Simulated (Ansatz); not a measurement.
# C2H4AlN: the cost of one run

Program: Ansatz 0.2.0. Level of theory: RKS PBE0-D4/def2-SVP. These are calculated values, not measurements.

## 1. Starting point

Bond lengths: C1–C2 1.295 Å, C2–N3 1.212 Å, N3–Al4 1.774 Å, C1–H5 1.073 Å, C1–H6 1.073 Å, Al4–H7 1.540 Å, Al4–H8 1.540 Å. Angles: C1–C2–N3 179.6°, C2–C1–H5 121.5°, C2–C1–H6 121.0°, H5–C1–H6 117.6°, C2–N3–Al4 179.9°, N3–Al4–H7 120.6°, N3–Al4–H8 120.7°, H7–Al4–H8 118.7°.

Coordinates:

```xyz
8

C    -0.0888    2.1149    0.2973
C    -0.0305    0.8342    0.1182
N     0.0177   -0.3646   -0.0538
Al    0.0887   -2.1199   -0.3014
H     0.7427    2.7519    0.0624
H    -0.9700    2.5768    0.7001
H    -0.3130   -2.7385   -1.6529
H     0.5532   -3.0549    0.8301
```

## 2. Relaxing the start

File input.yaml:

```yaml
crystal:
  periodic: [false, false, false]
  atoms:
    - { symbol: C, position_ang: [-0.0888, 2.11494, 0.29727] }
    - { symbol: C, position_ang: [-0.03049, 0.83416, 0.11817] }
    - { symbol: "N", position_ang: [0.01767, -0.36456, -0.05376] }
    - { symbol: Al, position_ang: [0.08869, -2.11988, -0.30139] }
    - { symbol: H, position_ang: [0.7427, 2.75191, 0.06235] }
    - { symbol: H, position_ang: [-0.97005, 2.57679, 0.70013] }
    - { symbol: H, position_ang: [-0.31295, -2.73849, -1.65287] }
    - { symbol: H, position_ang: [0.55324, -3.05487, 0.8301] }
basis:
  gaussian: { orbitals: def2-SVP }
hamiltonian:
  xc: pbe0
  dispersion: d4
relax:
  f_tol: 0.02
  max_steps: 40
scf:
  lower_state_search: "off"
output:
  orbitals: {}
```

On the command line:

```
ansatz run input.yaml --threads 1 --pin off --max-ram 2048MiB --backend cpu --events-out ev --progress --plain --runs-dir out
```

Q: Estimate wall time and peak memory on 1 thread of Arm Neoverse V2, shared host.

About 28 s, with a peak of 0.14 GiB.
